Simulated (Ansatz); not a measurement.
# IrRh3: the cost of one run

All numbers are computed with Ansatz 0.2.0 through its Python package. Level of theory: DFT r2SCAN, plane waves, PAW.

**1. The structure**

It takes space group Pm-3m (No. 221, cubic). Conventional cell: a = 3.817 Å, b = 3.817 Å, c = 3.817 Å, α = 90.00°, β = 90.00°, γ = 90.00°. Ir (site symmetry m-3m) is surrounded by 12 Rh at 2.70 Å. Rh (site symmetry 4/mmm) is surrounded by 4 Ir at 2.70 Å and 8 Rh at 2.70 Å.

No structure file is read: the coordinates are typed or built in the script.

**2. The code**

smear.py reads:

```python
"""How the energy of IrRh3 depends on the smearing."""

import warnings

import ansatz

SETTINGS = {
    "xc": "r2scan",
    "mesh": (6, 6, 6),
}

warnings.simplefilter("ignore", ansatz.DeckWarning)

structure = (
    ansatz.Lattice.of((3.81706, 0.0, 0.0), (0.0, 3.81706, 0.0), (0.0, 0.0, 3.81706))
    .atom("Ir", (0.0, 0.0, 0.0))
    .atom("Rh", (0.0, 0.5, 0.5))
    .atom("Rh", (0.5, 0.0, 0.5))
    .atom("Rh", (0.5, 0.5, 0.0))
)

model = (
    structure.calculation()
    .functional(SETTINGS["xc"])
    .pseudopotentials("paw")
    .basis(45 * ansatz.Ry)
    .kpoints(*SETTINGS["mesh"], center="gamma")
    .stress()  # positive in compression
)

rows = []
for value in [0.25, 0.15, 0.1, 0.05, 0.025]:
    summary = model.occupations("cold", width=value).run().report
    rows.append((value, summary["free_energy_ev"] / len(summary["lattice"]["sites"]), summary["n_iterations"], sum(summary["stress_gpa"][i][i] for i in range(3)) / 3, summary["n_kpoints"]))

print("  width (eV)   F/atom (eV)    iterations       P (GPa)      k-points")
for row in rows:
    print(f"{str(row[0]):>12s}  {row[1]:12.5f}  {row[2]:12d}  {row[3]:12.3f}  {row[4]:12d}")

# the last row is the reference
for row in rows[:-1]:
    shift = 1000 * (row[1] - rows[-1][1])
    print(f"{row[0]}: {shift:+.2f} meV/atom" + ("  (within 1 meV)" if abs(shift) < 1 else ""))
```

**3. Running it**

The run is started by

```sh
> python smear.py
```

Q: Estimate wall time and peak memory on 1 thread of Arm Neoverse V2, shared host.

About 31 s, with a peak of 0.57 GiB.
